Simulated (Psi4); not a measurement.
# doublet [GeSiNH7]+: UHSE06/def2-SVP

Aim: energy and forces of doublet [GeSiNH7]+. 

The results are computed with Psi4 1.11.

**1. The structure to begin with**

The species is [GeSiNH7]+ (10 atoms), meant as a doublet with charge +1. SMILES of the parent species: `[SiH3][NH][GeH3]`. The coordinates come from a PBE0-D4/def2-TZVP relaxation. That shape belongs to the parent species and isn't relaxed for this state.

Bond lengths: Si1–N2 1.718 Å, N2–Ge3 1.839 Å, Si1–H4 1.486 Å, Si1–H5 1.489 Å, Si1–H6 1.492 Å, N2–H7 1.009 Å, Ge3–H8 1.534 Å, Ge3–H9 1.543 Å, Ge3–H10 1.538 Å. Some angles: Si1–N2–Ge3 127.5°, Si1–N2–H7 117.0°, Ge3–N2–H7 114.2°, N2–Si1–H4 107.3°, N2–Si1–H5 110.3°, N2–Si1–H6 114.2°, N2–Ge3–H8 106.7°, N2–Ge3–H9 111.7°, N2–Ge3–H10 108.4°, H4–Si1–H5 110.0°.

**2. Energy and gradient at UHSE06/def2-SVP**

Input file job.py:

```python
import psi4

psi4.set_memory(1600000000)
psi4.set_num_threads(1)
psi4.core.set_output_file('psi4.out', False)

mol = psi4.geometry("""
1 2
Si
N 1 1.718238
Ge 2 1.838762 1 127.47632
H 1 1.486126 2 107.33835 3 -25.40112
H 1 1.488668 4 110.01273 2 120.0832
H 1 1.492482 4 107.87682 5 116.38659
H 2 1.009289 1 117.01433 4 168.46443
H 3 1.534168 2 106.65138 7 -166.98865
H 3 1.542693 8 109.86994 2 121.22457
H 3 1.538288 8 111.32891 9 120.73417
symmetry c1
no_reorient
no_com
""")

options = {'basis': 'def2-SVP', 'reference': 'uks', 'puream': True, 'e_convergence': 1e-09, 'd_convergence': 1e-08, 'scf_type': 'pk', 'dft_radial_points': 99, 'dft_spherical_points': 590, 'maxiter': 100}
psi4.set_options(options)

e_tot, wfn = psi4.gradient('hse06', return_wfn=True)
psi4.oeprop(wfn, 'MAYER_INDICES', 'LOWDIN_CHARGES', 'DIPOLE')
print('gradient / Eh bohr^-1')
print(e_tot.np.round(6))
print(f'energy = {wfn.energy():.10f} Eh')
```

Run with:

```
$ python job.py
```

psi4.out:

```text
[...]
  Running in c1 symmetry.
[...]
  Nuclear repulsion =  261.251414510684640
[...]
  Multiplicity = 2
[...]
  Nalpha       = 30
  Nbeta        = 29
[...]
    Number of basis functions: 99
[...]
   @UKS iter   1: -2422.91148152043525   -1.73456e+00   2.42011e-02 ADIIS/DIIS
[...]
   @UKS iter  15: -2424.29242611541395   -2.72848e-12   3.46059e-09 DIIS
[...]
   @S^2 Observed:                7.588683362E-01
[...]
  @UKS Final Energy: -2424.29242611541395
   => Energetics <=
    Nuclear Repulsion Energy =            261.2514145106846399
    One-Electron Energy =               -3881.4570195955966483
    Two-Electron Energy =                1278.9346343825059193
    DFT Exchange-Correlation Energy =     -83.0214554130078568
    Empirical Dispersion Energy =           0.0000000000000000
    VV10 Nonlocal Energy =                  0.0000000000000000
    Total Energy =                      -2424.2924261154139458
[...]
  -Total Gradient:
     Atom            X                  Y                   Z
    ------   -----------------  -----------------  -----------------
       1       -0.018111163215     0.007063454719     0.056924175239
       2        0.014065533452    -0.007268236478    -0.014261361540
       3       -0.013553482767     0.040033411129    -0.026246219358
       4        0.001360327244     0.000780793713    -0.004122976475
       5        0.000382645642    -0.004431687471    -0.005397781996
       6        0.008078141315    -0.002330002671    -0.007843508501
       7        0.000863156627    -0.016701017581    -0.008057100240
       8        0.001807436909    -0.004289780358     0.002518200474
       9        0.003358122774    -0.007410327167     0.003928971805
      10        0.001748530386    -0.005416603501     0.002548011649
[...]
 Multipole Moments:
 ------------------------------------------------------------------------------------
     Multipole            Electronic (a.u.)      Nuclear  (a.u.)        Total (a.u.)
 ------------------------------------------------------------------------------------
 L = 1.  Multiply by 2.5417464519 to convert [e a0] to [Debye]
 Dipole X            :         -0.1608367           -0.1321560           -0.2929927
 Dipole Y            :         -5.6588768            6.6835726            1.0246958
 Dipole Z            :         11.0892221          -11.6694912           -0.5802691
 Magnitude           :                                                    1.2134902
[...]
```

Standard output:

```text
gradient / Eh bohr^-1
[[-0.018111  0.007063  0.056924]
 [ 0.014066 -0.007268 -0.014261]
 [-0.013553  0.040033 -0.026246]
 [ 0.00136   0.000781 -0.004123]
 [ 0.000383 -0.004432 -0.005398]
 [ 0.008078 -0.00233  -0.007844]
 [ 0.000863 -0.016701 -0.008057]
 [ 0.001807 -0.00429   0.002518]
 [ 0.003358 -0.00741   0.003929]
 [ 0.001749 -0.005417  0.002548]]
energy = -2424.2924261154 Eh
```

Wall time 2.5 min (1 thread of Intel Xeon Platinum 8259CL at 2.50GHz (Skylake/Cascade Lake), shared host); peak memory 0.94 GiB.

**3. What came out**

Level: UHSE06/def2-SVP.

| quantity | value |
| --- | --- |
| total energy | -2424.29243 Eh |
| HOMO energy (highest over α and β) | -14.16 eV |
| LUMO energy (lowest over α and β) | -11.53 eV |
| ⟨S²⟩ | 0.759 |
| largest force on an atom | 3.093 eV/Å |
